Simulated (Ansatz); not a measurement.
# GaAsSe2: the cost of one run

Method: DFT PBE, scalar-relativistic, plane waves, PAW, in Ansatz 0.2.0.

## 1. Starting point

The structure is hexagonal, space group P6/mmm (No. 191). Conventional cell: a = 4.152 Å, b = 4.152 Å, c = 7.691 Å, α = 90.00°, β = 90.00°, γ = 120.00°. Around Ga (site symmetry 6/mmm) lie 2 Se at 2.14 Å. Around As (site symmetry 6/mmm) lie 2 Se at 1.71 Å. Around Se (site symmetry 6mm) lie 1 As at 1.71 Å and 1 Ga at 2.14 Å.

Coordinates:

```
Ga As Se
1.0
     4.15235    0.00000    0.00000
    -2.07617    3.59604    0.00000
     0.00000    0.00000    7.69056
Ga As Se
1 1 2
Cartesian
  0.0000 0.0000 0.0000
  0.0000 0.0000 3.8453
  0.0000 0.0000 2.1370
  0.0000 0.0000 5.5536
```

Recipe of the guess: random cell by space group and Wyckoff sites (P6/mmm, No. 191). Lengths come from tabulated atomic sizes and are only a guess.

## 2. The guess as it stands, on a coarse mesh

input.yaml reads:

```yaml
crystal:
  lattice:
    - [4.15234927, 0.0, 0.0]
    - [-2.07617463, 3.59603995, 0.0]
    - [0.0, 0.0, 7.69056345]
  atoms:
    - { symbol: Ga, position: [0.0, 0.0, 0.0] }
    - { symbol: As, position: [0.0, 0.0, 0.5] }
    - { symbol: Se, position: [0.0, 0.0, 0.27787031] }
    - { symbol: Se, position: [0.0, 0.0, 0.72212969] }
basis:
  ecutwfc: 420
kpoints:
  mp_grid: { grid: [6, 6, 2] }
hamiltonian:
  xc: pbe
scf:
  occupations: { method: gaussian, width: 0.1 }
  lower_state_search: "off"
output:
  forces: true
  stress: true
  eigenvalues: true
```

Run with:

```
$ ansatz run input.yaml --threads 1 --pin off --max-ram 2560MiB --backend cpu --events-out ev --progress --plain --runs-dir out
```

Q: Estimate wall time and peak memory on 1 thread of Intel Xeon Platinum 8488C (Sapphire Rapids), shared host.

About 2.8 s, with a peak of 0.47 GiB.
